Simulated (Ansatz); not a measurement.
CH₄BClO, SMILES OCBCl, harmonic frequencies at the relaxed geometry

Computed with Ansatz 0.2.0 through its Python package.

Typed at the interpreter:
```pycon
>>> import itertools
>>> import ansatz as az
>>> from ase.data import atomic_numbers, covalent_radii
>>> import numpy as np
>>> BASIS_SET = 'def2-SVP'
>>> XC = 'pbe0'
>>> GEOMETRY = '''
... O    -0.44700    1.37270    0.01380
... C     0.46450    0.41050    0.16310
... B    -0.26690   -1.00930    0.25200
... Cl   -1.12190   -1.66710   -1.16300
... H    -0.71300    1.44580   -0.98370
... H     1.02760    0.61800    1.10200
... H     1.22030    0.41800   -0.67660
... H    -0.07150   -1.64570    1.23660
... '''
>>> system = az.Crystal.molecule()
>>> for line in GEOMETRY.strip().splitlines():
...     symbol, *xyz = line.split()
...     system = system.atom(symbol, [float(v) for v in xyz])
...
>>> setup = (
...     system.calculation()
...     .basis(gaussian=BASIS_SET)
...     .functional(XC)
... )
>>> symbols = [site.symbol for site in system.cartesian_sites]
>>> start = np.array([site.position_ang for site in system.cartesian_sites], dtype=float)
>>> data = setup.relax(force_tolerance=0.003).run().report

>>> end = np.array(data['positions_ang'])
>>> # pairs closer than 1.2 times the sum of covalent radii, before or after
>>> radius = [covalent_radii[atomic_numbers[s]] for s in symbols]
>>> span = lambda where, i, j: np.linalg.norm(where[i] - where[j])
>>> bonded = [(i, j) for i, j in itertools.combinations(range(len(symbols)), 2) if min(span(start, i, j), span(end, i, j)) < 1.2 * (radius[i] + radius[j])]
>>> print('pair        before    after (A)')
pair        before    after (A)
>>> for i, j in bonded:
...     print(f'{symbols[i]}{i}-{symbols[j]}{j}'.ljust(10), f'{span(start, i, j):8.4f} {span(end, i, j):8.4f}')
...
O0-C1        1.3338   1.3941
O0-H4        1.0349   0.9646
C1-B2        1.5996   1.5547
C1-H5        1.1143   1.1144
C1-H6        1.1298   1.1145
B2-Cl3       1.7793   1.7564
B2-H7        1.1885   1.2043
>>> # same settings at the minimum
>>> minimum = az.Crystal.molecule()
>>> for symbol, place in zip(symbols, end):
...     minimum = minimum.atom(symbol, place.tolist())
...
>>> vibrating = (
...     minimum.calculation()
...     .basis(gaussian=BASIS_SET)
...     .functional(XC)
...     .phonons(temperatures=(298.15, 498.15, 100))
... )
>>> vib = vibrating.run().report['vibrations']
>>> sums = vib['harmonic_sums']
>>> modes = [m['omega_inv_cm'] for m in sums['modes_at_gamma'] if m['rigid_motion'] == 'no']
>>> print('frequencies (1/cm):', ' '.join(f'{w:.0f}' for w in modes))
frequencies (1/cm): 56 187 225 542 547 766 879 884 1130 1174 1240 1285 1377 1445 2673 2967 2984 3839
>>> print('imaginary modes:', sum(w < 0 for w in modes), ' zero-point energy:', round(sums['zero_point_energy_ev'], 4), 'eV')
imaginary modes: 0  zero-point energy: 1.5002 eV
>>> print('T (K)   F_vib (eV)   S_vib (meV/K)   C_vib (meV/K)')
T (K)   F_vib (eV)   S_vib (meV/K)   C_vib (meV/K)
>>> for row in zip(sums['temperatures_k'], sums['vibrational_free_energy_ev'], vib['entropy_ev_per_k'], vib['heat_capacity_ev_per_k']):
...     print(f'{row[0]:6.1f} {row[1]:11.4f} {1000 * row[2]:13.4f} {1000 * row[3]:15.4f}')
...
 298.1      1.4334        0.4612          0.4648
 398.1      1.3795        0.6170          0.6174
 498.1      1.3101        0.7699          0.7473
>>> # all hydrogen replaced by deuterium
>>> heavier = vibrating.phonons(masses={'H': 2.014102}).run().report['vibrations']['harmonic_sums']
>>> print('deuterated (1/cm):', ' '.join(f'{m["omega_inv_cm"]:.0f}' for m in heavier['modes_at_gamma'] if m['rigid_motion'] == 'no'))
deuterated (1/cm): 45 166 180 420 504 662 720 753 915 918 1003 1016 1101 1298 1982 2161 2203 2796
>>> print('zero-point energy falls by', round(sums['zero_point_energy_ev'] - heavier['zero_point_energy_ev'], 4), 'eV')
zero-point energy falls by 0.3322 eV
```

Notes:
- These settings explore the input space; basis and method may be short of convergence.
- The frequencies are harmonic and unscaled, in a modest basis. The result belongs to the one conformer reached from this start, and soft torsions count as harmonic oscillators.
- Timing: 3.4 min on 1 thread of Arm Neoverse V2 (shared host), peak memory 0.23 GiB.

(Lines on the test bed's own set-up are left out of the output.)
